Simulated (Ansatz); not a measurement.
# BAsH₄ (SMILES B[AsH2]): functionals against CCSD(T) at one geometry

The atoms stand at a structure displaced at random from a GFN2-xTB minimum. How far do the functionals agree with CCSD(T) there?

Method: single points in def2-TZVPP; program: Ansatz 0.2.0, Gaussian basis.

Correlated methods freeze the cores. Filled d shells of the heavier atoms are correlated.

## Step 1: Starting geometry

SMILES `B[AsH2]`, 6 atoms, charge 0, spin multiplicity 1.

Atoms are counted from 1 here; the program's logs count them from 0.

Bond lengths: B1–As2 1.956 Å, B1–H3 1.164 Å, B1–H4 1.138 Å, As2–H5 1.524 Å, As2–H6 1.427 Å. Angles: As2–B1–H3 106.9°, As2–B1–H4 130.8°, H3–B1–H4 122.3°, B1–As2–H5 109.3°, B1–As2–H6 103.3°, H5–As2–H6 91.4°.

As a file:

```
B     0.0291   -1.0004    0.1578
As    0.4777    0.8968    0.3111
H    -0.8700   -1.1947    0.8709
H     0.4945   -1.8255   -0.4732
H     0.7146    1.4734   -1.0801
H    -0.7983    1.5299    0.3955
```

## Step 2: CCSD(T)/def2-TZVPP

The input, run/in.yaml:

```yaml
crystal:
  periodic: [false, false, false]
  atoms:
    - {symbol: B, position_ang: [0.029100, -1.000400, 0.157800]}
    - {symbol: As, position_ang: [0.477700, 0.896800, 0.311100]}
    - {symbol: H, position_ang: [-0.870000, -1.194700, 0.870900]}
    - {symbol: H, position_ang: [0.494500, -1.825500, -0.473200]}
    - {symbol: H, position_ang: [0.714600, 1.473400, -1.080100]}
    - {symbol: H, position_ang: [-0.798300, 1.529900, 0.395500]}
basis:
  gaussian: {orbitals: def2-TZVPP}
correlation: {method: ccsd_t}
output: {forces: true}
```

The command line of these runs was not kept.

## Step 3: PBE0-D4/def2-TZVPP

Edit run/in.yaml of step 2 so:

```diff
@@ -11,3 +11,3 @@
   gaussian: {orbitals: def2-TZVPP}
-correlation: {method: ccsd_t}
-output: {forces: true}
+hamiltonian: {xc: pbe0, dispersion: d4}
+output: {forces: true, orbitals: {seedname: orbitals}}
```

## Step 4: wB97M-V/def2-TZVPP

Edit run/in.yaml of step 3 so:

```diff
@@ -11,3 +11,3 @@
   gaussian: {orbitals: def2-TZVPP}
-hamiltonian: {xc: pbe0, dispersion: d4}
-output: {forces: true, orbitals: {seedname: orbitals}}
+hamiltonian: {xc: {name: wB97M-V}}
+output: {forces: true}
```

## Step 5: r2SCAN-D4/def2-TZVPP

Edit run/in.yaml of step 4 so:

```diff
@@ -11,3 +11,3 @@
   gaussian: {orbitals: def2-TZVPP}
-hamiltonian: {xc: {name: wB97M-V}}
+hamiltonian: {xc: r2scan, dispersion: d4}
 output: {forces: true}
```

## Step 6: PBE-D4/def2-TZVPP

Edit run/in.yaml of step 5 so:

```diff
@@ -11,3 +11,3 @@
   gaussian: {orbitals: def2-TZVPP}
-hamiltonian: {xc: r2scan, dispersion: d4}
+hamiltonian: {xc: pbe, dispersion: d4}
 output: {forces: true}
```

## Step 7: BHLYP-D4/def2-TZVPP

Edit run/in.yaml of step 6 so:

```diff
@@ -11,3 +11,3 @@
   gaussian: {orbitals: def2-TZVPP}
-hamiltonian: {xc: pbe, dispersion: d4}
+hamiltonian: {xc: {name: BHLYP}, dispersion: d4}
 output: {forces: true}
```

## Step 8: wB97X-V/def2-TZVPP

Edit run/in.yaml of step 7 so:

```diff
@@ -11,3 +11,3 @@
   gaussian: {orbitals: def2-TZVPP}
-hamiltonian: {xc: {name: BHLYP}, dispersion: d4}
+hamiltonian: {xc: {name: wB97X-V}}
 output: {forces: true}
```

(Steps that only read results are left out.)

What does the calculation give? Wanted: energy less free atoms, CCSD(T)/def2-TZVPP; RMS force component; RMS force error; HOMO and LUMO, PBE0-D4; T1 diagnostic.

The runs gave:

| quantity | value |
| --- | --- |
| energy less free atoms, CCSD(T)/def2-TZVPP | -1590.4 kJ/mol |
| RMS force component | 0.801 to 0.910 eV/Å over the methods |
| RMS force error | PBE0-D4 0.086, wB97M-V 0.055, r2SCAN-D4 0.074, PBE-D4 0.178, BHLYP-D4 0.102, wB97X-V 0.048 eV/Å |
| HOMO and LUMO, PBE0-D4 | -7.24 and -1.97 eV |
| T1 diagnostic | 0.014 |

Against CCSD(T) the functionals' energies less atoms differ by -62.6 to -34.1 kJ/mol, PBE-D4 by -48.5 kJ/mol. The reference is not at the basis limit: in triple zeta CCSD(T) underbinds, which counts against methods that bind more; the gaps are no ranking. The forces of wB97X-V come nearest to CCSD(T), those of PBE-D4 are farthest. Frozen-core CCSD(T) forces in triple zeta carry basis errors of their own, and this is one geometry, so small gaps rank nothing.
